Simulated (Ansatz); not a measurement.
**C₂H₁₀GeSi: one species, many methods**

How much do the methods differ for C₂H₁₀GeSi? The plan is to run it at one geometry with functionals of several rungs and with coupled cluster, and see how far each lands from CCSD(T) at the basis-set limit for the atomisation energy.

Method: functionals in def2-TZVPP, the program's frozen cores in correlated methods; program: Ansatz 0.2.0, Gaussian basis.

Levels to be run: PBE-D4, r2SCAN-D4, PBE0-D4, B3LYP-D4, ωB97X-V, ωB97M-V, B2PLYP; CCSD(T)/def2-TZVPP; MP2/def2-QZVPP; extrapolation to the limit.

**1. The geometry**

The geometry comes from an earlier relaxation with PBE0-D4 in a triple-zeta def2 set; it is a stationary point, not always the lowest conformer.

14 atoms, charge 0, spin multiplicity 1.

Atoms are counted from 1 here; the program's logs count them from 0.

Bond lengths: C1–Si2 1.878 Å, C1–H5 1.092 Å, C1–H6 1.092 Å, C1–H7 1.092 Å, Si2–Ge3 2.382 Å, Si2–H8 1.491 Å, Si2–H9 1.490 Å, Ge3–C4 1.962 Å, Ge3–H10 1.545 Å, Ge3–H11 1.543 Å, C4–H12 1.090 Å, C4–H13 1.091 Å, C4–H14 1.091 Å. Angles: Si2–C1–H5 110.8°, Si2–C1–H6 110.9°, Si2–C1–H7 110.7°, H5–C1–H6 108.2°, H5–C1–H7 108.1°, H6–C1–H7 108.1°, C1–Si2–Ge3 111.1°, C1–Si2–H8 109.8°, C1–Si2–H9 110.1°, Ge3–Si2–H8 108.8°, Ge3–Si2–H9 109.7°, H8–Si2–H9 107.4°, Si2–Ge3–C4 111.2°, Si2–Ge3–H10 109.8°, Si2–Ge3–H11 110.6°, C4–Ge3–H10 108.8°, C4–Ge3–H11 109.2°, H10–Ge3–H11 107.1° and more.

**2. PBE-D4 (GGA)**

Input file in.yaml:

```yaml
crystal:
  periodic: [false, false, false]
  atoms:
    - {symbol: C, position_ang: [-1.357613, 1.675932, 0.287373]}
    - {symbol: Si, position_ang: [-0.025510, 0.773873, 1.255745]}
    - {symbol: Ge, position_ang: [1.323812, -0.560717, -0.184038]}
    - {symbol: C, position_ang: [0.234023, -1.855997, -1.176866]}
    - {symbol: H, position_ang: [-0.912507, 2.336352, -0.460126]}
    - {symbol: H, position_ang: [-1.978969, 2.281686, 0.950650]}
    - {symbol: H, position_ang: [-2.006755, 0.966416, -0.230850]}
    - {symbol: H, position_ang: [-0.656650, -0.110415, 2.277622]}
    - {symbol: H, position_ang: [0.831703, 1.752857, 1.982169]}
    - {symbol: H, position_ang: [2.066353, 0.342772, -1.193243]}
    - {symbol: H, position_ang: [2.398645, -1.316243, 0.624945]}
    - {symbol: H, position_ang: [0.863393, -2.455031, -1.835836]}
    - {symbol: H, position_ang: [-0.510311, -1.337969, -1.783186]}
    - {symbol: H, position_ang: [-0.282614, -2.522715, -0.485357]}
basis:
  gaussian: {orbitals: def2-TZVPP}
hamiltonian: {xc: pbe, dispersion: d4}
output: {forces: true, orbitals: {seedname: orbitals}}
```

On the command line:

```console
$ ansatz run in.yaml --threads 2 --pin off --events-out ev --progress --plain --max-ram 22528MiB --backend cuda --devices 0, --max-vram 18GiB
```

The runs that follow: r2SCAN-D4 (meta-GGA); PBE0-D4 (hybrid); B3LYP-D4 (hybrid); ωB97X-V (range-separated); ωB97M-V (range-separated); B2PLYP (double hybrid); CCSD(T) in def2-TZVPP; MP2 in def2-QZVPP.

Q: Predict the results of all the runs planned. Wanted: atomisation energy, CCSD(T)/CBS; farthest; mean size of error, hybrid; mean size of error, range-separated; gap, smallest and largest; T1 diagnostic; triples share of the correlation energy.

As calculated:

| quantity | value |
| --- | --- |
| atomisation energy, CCSD(T)/CBS | 4681.4 kJ/mol |
| functionals within 46.8 kJ/mol (1.0 %) | PBE-D4, r2SCAN-D4, PBE0-D4, B3LYP-D4, ωB97X-V, ωB97M-V |
| farthest | B2PLYP (-67.5 kJ/mol) |
| mean size of error, hybrid | 22.2 kJ/mol |
| mean size of error, range-separated | 13.3 kJ/mol |
| gap, smallest and largest | 6.07 eV (PBE-D4), 12.07 eV (ωB97X-V) |
| T1 diagnostic | 0.0107 |
| triples share of the correlation energy | 3.5 % |

In words: PBE-D4 is off by -10.3 kJ/mol. Double hybrids carry the basis error of their MP2 part in triple zeta, and no dispersion term here, so their miss is partly the set-up's. The reference freezes the cores and leaves out relativity and excitations past (T), and its outer-core shells are covered unevenly, so misses under about 46.8 kJ/mol can't be ranked. Hartree-Fock recovers 76 % of the binding; the rest is correlation. The gap grows from 6.1 to 12.1 eV across the functionals, mostly with the share of exact exchange. Correlated methods include outer-core shells of Ge, which these sets cover unevenly.
